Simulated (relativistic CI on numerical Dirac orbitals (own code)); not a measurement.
# As: one ion under different settings

How much do the settings matter for As? One ion, several inputs.

Program: relativistic CI on numerical Dirac orbitals (own code) version 3. Level of theory: Dirac-Coulomb-Breit CI, KLI orbitals optimised for each configuration, model QED (radiative potential, 1s self-energy scaled to tabulated hydrogen-like ionisation energies), numerical settings as typed. These are calculated values, not measurements, unless marked.

## (1) What is computed

* ion: As (As I)
* nuclear charge: 33
* electrons: 33
* isotope: A = 75

## (2) The usual input

Settings of the run:

```ini
atom As  Z=33  charge=0  electrons=33
nucleus A=75  rms_radius_fm=4.0968
hamiltonian dirac-coulomb  breit=on  qed=on  c_scale=1
orbitals kli  potential=per-configuration
slater_scale 1
correlation none
mixing on
grid step=0.0125 r_max=201.2
scf mixing=0.4 start=green max_iterations=150 tolerance=2e-08 node_fill=0.05
configurations
  [Ar] 3d10 4s2 4p3
  [Ar] 3d10 4s2 4p2 4d
  [Ar] 3d10 4s2 4p2 5s
  [Ar] 3d10 4s 4p4
  [Ar] 3d10 4s2 4p2 5p
end
```

Launch:

```sh
$ python run_levels.py task.json out
```

The settings of every run stand in task.json; they run in order.

## (3) Breit term off, nuclear radius 4.5065, QED terms off

The settings differ from step 2 so:

```diff
@@ -1,4 +1,4 @@
 atom As  Z=33  charge=0  electrons=33
-nucleus A=75  rms_radius_fm=4.0968
-hamiltonian dirac-coulomb  breit=on  qed=on  c_scale=1
+nucleus A=75  rms_radius_fm=4.5065
+hamiltonian dirac-coulomb  breit=off  qed=off  c_scale=1
 orbitals kli  potential=per-configuration
```

## (4) Start potential previous, nuclear radius 3.6871

Settings of the run:

```ini
atom As  Z=33  charge=0  electrons=33
nucleus A=75  rms_radius_fm=3.6871
hamiltonian dirac-coulomb  breit=on  qed=on  c_scale=1
orbitals kli  potential=per-configuration
slater_scale 1
correlation none
mixing on
grid step=0.0125 r_max=201.2
scf mixing=0.4 start=previous max_iterations=150 tolerance=2e-08 node_fill=0.05
configurations
  [Ar] 3d10 4s2 4p3
  [Ar] 3d10 4s2 4p2 4d
  [Ar] 3d10 4s2 4p2 5s
  [Ar] 3d10 4s 4p4
  [Ar] 3d10 4s2 4p2 5p
end
```

## (5) Grid step 0.008

Settings of the run:

```ini
atom As  Z=33  charge=0  electrons=33
nucleus A=75  rms_radius_fm=4.0968
hamiltonian dirac-coulomb  breit=on  qed=on  c_scale=1
orbitals kli  potential=per-configuration
slater_scale 1
correlation none
mixing on
grid step=0.008 r_max=201.2
scf mixing=0.4 start=green max_iterations=150 tolerance=2e-08 node_fill=0.05
configurations
  [Ar] 3d10 4s2 4p3
  [Ar] 3d10 4s2 4p2 4d
  [Ar] 3d10 4s2 4p2 5s
  [Ar] 3d10 4s 4p4
  [Ar] 3d10 4s2 4p2 5p
end
```

## (6) Node fill 0.2

The settings differ from step 5 so:

```diff
@@ -7,4 +7,4 @@
 mixing on
-grid step=0.008 r_max=201.2
-scf mixing=0.4 start=green max_iterations=150 tolerance=2e-08 node_fill=0.05
+grid step=0.0125 r_max=201.2
+scf mixing=0.4 start=green max_iterations=150 tolerance=2e-08 node_fill=0.2
 configurations
```

## (7) Slater scale 5

The settings differ from step 6 so:

```diff
@@ -4,3 +4,3 @@
 orbitals kli  potential=per-configuration
-slater_scale 1
+slater_scale 5
 correlation none
@@ -8,3 +8,3 @@
 grid step=0.0125 r_max=201.2
-scf mixing=0.4 start=green max_iterations=150 tolerance=2e-08 node_fill=0.2
+scf mixing=0.4 start=green max_iterations=81 tolerance=2e-08 node_fill=0.05
 configurations
```

(Steps that only read results are left out.)

What does the calculation give? Wanted: lowest level, usual settings; total energy; first excitation.

The runs gave:

| setting | total energy less usual (Ha) | largest shift of a level among the lowest eight of both runs, same label and place (cm⁻¹) | SCF iterations | time | lowest level | kind of change |
| --- | --- | --- | --- | --- | --- | --- |
| usual | 0 | 0 | 58 | 0.32 s | 4p3 4S°3/2 | - |
| Breit term off, nuclear radius 4.5065, QED terms off | -1.76 | 26.7 | 58 | 0.26 s | 4p3 4S°3/2 | unphysical constant |
| start potential previous, nuclear radius 3.6871 | -0.00268 | 0.109 | 54 | 0.3 s | 4p3 4S°3/2 | unphysical constant |
| grid step 0.008 | -4.79e-05 | 0.0124 | 59 | 0.48 s | 4p3 4S°3/2 | numerical |
| node fill 0.2 | 0.00546 | 139 | 58 | 0.31 s | 4p3 4S°3/2 | numerical |
| Slater scale 5 | -0.258 | 56600 | 58 | 0.31 s | 4p3 4S°3/2 | unsound |

```
                    quantity          value
lowest level, usual settings     4p3 4S°3/2
                total energy  -2257.7266 Ha
            first excitation   14128.3 cm⁻¹
```

Among the runs whose levels can be followed, they move most under «Slater scale 5» (unsound), by up to 56600 cm⁻¹. Only the listed configurations are in the model. Near neutrality, missing correlation can shift configurations against each other by thousands of cm⁻¹.
